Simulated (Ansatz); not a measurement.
**CH8BNO2Si: up Jacob's ladder to CCSD(T)**

One table from this session's results is given with a row withheld; the runs are named, their logs left out.

Program: Ansatz 0.2.0, Gaussian basis. Level of theory: functionals in def2-TZVPP, the program's frozen cores in correlated methods. These are calculated values, not measurements.

Plan: PBE-D4, r2SCAN-D4, PBE0-D4, B3LYP-D4, ωB97X-V, ωB97M-V, B2PLYP; CCSD(T)/def2-TZVPP; MP2/def2-QZVPP; extrapolation to the limit.

## The geometry

All runs share one geometry, relaxed beforehand with PBE0-D4 in a triple-zeta def2 set.

SMILES `COB(N)O[SiH3]`, 14 atoms, charge 0, spin multiplicity 1.

Atoms are counted from 1 here; the program's logs count them from 0.

Bond lengths: C1–O2 1.409 Å, C1–H7 1.091 Å, C1–H8 1.094 Å, C1–H9 1.094 Å, O2–B3 1.366 Å, B3–N4 1.409 Å, B3–O5 1.378 Å, N4–H10 1.003 Å, N4–H11 1.002 Å, O5–Si6 1.634 Å, Si6–H12 1.491 Å, Si6–H13 1.485 Å, Si6–H14 1.484 Å. Angles: O2–C1–H7 107.6°, O2–C1–H8 111.5°, O2–C1–H9 111.6°, H7–C1–H8 108.9°, H7–C1–H9 108.9°, H8–C1–H9 108.3°, C1–O2–B3 120.5°, O2–B3–N4 118.0°, O2–B3–O5 119.4°, N4–B3–O5 122.5°, B3–N4–H10 121.3°, B3–N4–H11 123.8°, H10–N4–H11 114.9°, B3–O5–Si6 137.0°, O5–Si6–H12 111.1°, O5–Si6–H13 109.6°, O5–Si6–H14 108.9°, H12–Si6–H13 108.8° and more.

Set-up of the first run:

in.yaml

```yaml
crystal:
  periodic: [false, false, false]
  atoms:
    - {symbol: C, position_ang: [0.482502, -0.712171, -2.209711]}
    - {symbol: O, position_ang: [1.278116, -0.492595, -1.068138]}
    - {symbol: B, position_ang: [0.709011, -0.081014, 0.103962]}
    - {symbol: N, position_ang: [1.553302, 0.130649, 1.211920]}
    - {symbol: O, position_ang: [-0.654066, 0.111600, 0.163628]}
    - {symbol: Si, position_ang: [-1.740125, 0.626329, 1.270937]}
    - {symbol: H, position_ang: [1.141445, -1.048020, -3.011102]}
    - {symbol: H, position_ang: [-0.023935, 0.203718, -2.528311]}
    - {symbol: H, position_ang: [-0.276221, -1.479262, -2.029587]}
    - {symbol: H, position_ang: [2.542963, -0.022491, 1.150091]}
    - {symbol: H, position_ang: [1.226386, 0.413371, 2.116456]}
    - {symbol: H, position_ang: [-1.113353, 0.757481, 2.617257]}
    - {symbol: H, position_ang: [-2.277402, 1.949035, 0.863620]}
    - {symbol: H, position_ang: [-2.848624, -0.356639, 1.348988]}
basis:
  gaussian: {orbitals: def2-TZVPP}
hamiltonian: {xc: pbe, dispersion: d4}
output: {forces: true, orbitals: {seedname: orbitals}}
```

On the command line:

```bash
> ansatz run in.yaml --threads 2 --pin off --events-out ev --progress --plain --max-ram 32768MiB --backend cuda --devices 0, --max-vram 18GiB
```

Steps of the session up to this table: PBE-D4 (GGA); r2SCAN-D4 (meta-GGA); PBE0-D4 (hybrid); B3LYP-D4 (hybrid); ωB97X-V (range-separated); ωB97M-V (range-separated); B2PLYP (double hybrid); CCSD(T) in def2-TZVPP; MP2 in def2-QZVPP.

One of the session's tables, all rows but one given; the rest of the session is left out.

| method | atomisation energy (eV) |
| --- | --- |
| PBE-D4 | 57.324 |
| r2SCAN-D4 | 56.640 |
| PBE0-D4 | ? |
| B3LYP-D4 | 56.700 |
| ωB97X-V | 56.760 |
| ωB97M-V | 56.830 |
| B2PLYP | 56.104 |
| HF/def2-TZVPP | 41.608 |
| MP2/def2-TZVPP | 56.045 |
| CCSD/def2-TZVPP | 54.348 |
| CCSD(T)/def2-TZVPP | 55.079 |
| MP2/CBS | 57.556 |
| CCSD(T)/CBS | 56.589 |

Estimate the missing values for PBE0-D4.

**Answer.** atomisation energy (eV): 56.354. In the column «atomisation energy (eV)» it lies between B2PLYP (56.104) and CCSD(T)/CBS (56.589).

Caveats from the session: Free atoms (1 C, 2 O, 1 B, 1 N, 1 Si, 8 H) were run apart at each level; the atomisation energy is their sum less the molecule, without zero-point or spin-orbit terms.
